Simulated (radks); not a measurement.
**Ca³⁺ in [Ne] 3s2 3p3 3d2: an all-electron calculation**

Wanted: eigenvalues, radial structure and energy terms of the calcium ion Ca3+.

The numbers are computed with radks (a radial shooting solver on a logarithmic mesh, Libxc functionals) version 1 (scalar-relativistic Kohn-Sham, LDA (Slater exchange, Perdew-Wang correlation), spin-polarised, spherical densities, point nucleus; open shells are filled with parallel spins first), except any that are marked as measured or tabulated.

### 1 The system

- element: calcium (Z = 20)
- charge: +3
- electrons: 17
- configuration: [Ne] 3s2 3p3 3d2

Outer shells as boxes (Hund's rule):

Ca³⁺
```
[Ne] core
3s [↑↓]
3p [↑ ][↑ ][↑ ]
3d [↑ ][↑ ][  ][  ][  ]
```

### 2 Self-consistent calculation

Input:

```text
Z 20
configuration [Ne] 3s2 3p3 3d2
relativity scalar-relativistic
functional lda,pw
spin polarised
nucleus point
c 137.035999084
```

Launch:

```sh
$ python run_ks.py task.json out
```

The same process makes all the runs of this session.

What does the calculation give?

**Answer**, as computed:

| quantity | value |
| --- | --- |
| total energy | -674.28698 hartree |
| exchange-correlation share of it | 4.95 % |
| −T/E | 1.0063 |
| highest occupied level | 3d up, -34.836 eV |
| most extended occupied level | 3d up, <r> = 1.38 bohr |
| radius at density 0.001 e/bohr³ | 3.01 bohr |
| maxima of the radial density | 3 |

3 principal shells are occupied and 3 maxima appear in the radial density. Relativity lifts −T/E to 1.006. This is not the tabulated ground configuration, so its levels and sizes aren't those of the ground state, and no measured value stands beside it.
